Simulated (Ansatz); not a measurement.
# Sc3BP2: the cost of one run

Method: DFT PBE, scalar-relativistic, plane waves, PAW, unless a step names another level, in Ansatz 0.2.0.

3 further runs of the same task are left out: 2 that didn't finish, 1 set aside as unsound or not needed.

## (1) The system as given

The structure is trigonal, space group R-3m (No. 166). Conventional cell: a = 3.830 Å, b = 3.830 Å, c = 24.554 Å, α = 90.00°, β = 90.00°, γ = 120.00°. Sc (site symmetry -3m) has 6 P at 2.67 Å as nearest neighbours. Sc (site symmetry 3m) is surrounded by 3 B at 2.50 Å and 3 P at 2.63 Å. B (site symmetry -3m) has 6 Sc at 2.50 Å as nearest neighbours. Around P (site symmetry 3m) lie 1 B at 2.59 Å and 6 Sc at 2.63 to 2.67 Å.

As a file:

```cif
data_structure
_symmetry_space_group_name_H-M 'R-3m:H'
_symmetry_Int_Tables_number 166
_cell_length_a 3.8297
_cell_length_b 3.8297
_cell_length_c 24.5537
_cell_angle_alpha 90.000
_cell_angle_beta 90.000
_cell_angle_gamma 120.000
_cell_volume 311.87
loop_
_atom_site_label
_atom_site_type_symbol
_atom_site_symmetry_multiplicity
_atom_site_Wyckoff_symbol
_atom_site_fract_x
_atom_site_fract_y
_atom_site_fract_z
_atom_site_occupancy
Sc1 Sc 3 b 0.66667 0.33333 0.83333 1
Sc2 Sc 6 c 0.33333 0.66667 0.95221 1
B1 B 3 a 0.00000 0.00000 0.00000 1
P1 P 6 c 0.33333 0.66667 0.77213 1
```

It came out lowest among 33 distinct ends of the trial cells. At a tolerance of 0.05 Å it has space group R-3m (No. 166).

## (2) A stricter relaxation, on the response runs' mesh and smearing

Input file input.yaml:

```yaml
crystal:
  lattice:
    - [1.9148297326, 1.1055274616, 8.1845697601]
    - [-1.9148297326, 1.1055274616, 8.1845697601]
    - [0.0, -2.2110549231, 8.1845697601]
  atoms:
    - { symbol: Sc, position: [0.5, 0.5, 0.5] }
    - { symbol: Sc, position: [0.2855478898, 0.2855478898, 0.2855478898] }
    - { symbol: Sc, position: [0.7144521102, 0.7144521102, 0.7144521102] }
    - { symbol: B, position: [0.0, 0.0, 0.0] }
    - { symbol: P, position: [0.105458548, 0.105458548, 0.105458548] }
    - { symbol: P, position: [0.894541452, 0.894541452, 0.894541452] }
basis:
  ecutwfc: 420
kpoints:
  mp_grid: { grid: [12, 12, 12] }
hamiltonian:
  xc: pbe
scf:
  occupations: { method: gaussian, width: 0.1 }
output:
  forces: true
  stress: true
  eigenvalues: true
relax:
  adjacent_minimum: "off"
  f_tol: 0.001
  max_steps: 60
  cell: { stress_tol: 0.01 }
```

On the command line:

```sh
> ansatz run input.yaml --threads 3 --pin off --max-ram 7680MiB --backend cpu --events-out ev --progress --plain --runs-dir out
```

**Question.** How long does this run take on 3 threads of Intel Xeon Platinum 8375C at 2.90GHz (Ice Lake), shared host, and how much memory does it need?

About 37 s, with a peak of 0.76 GiB.
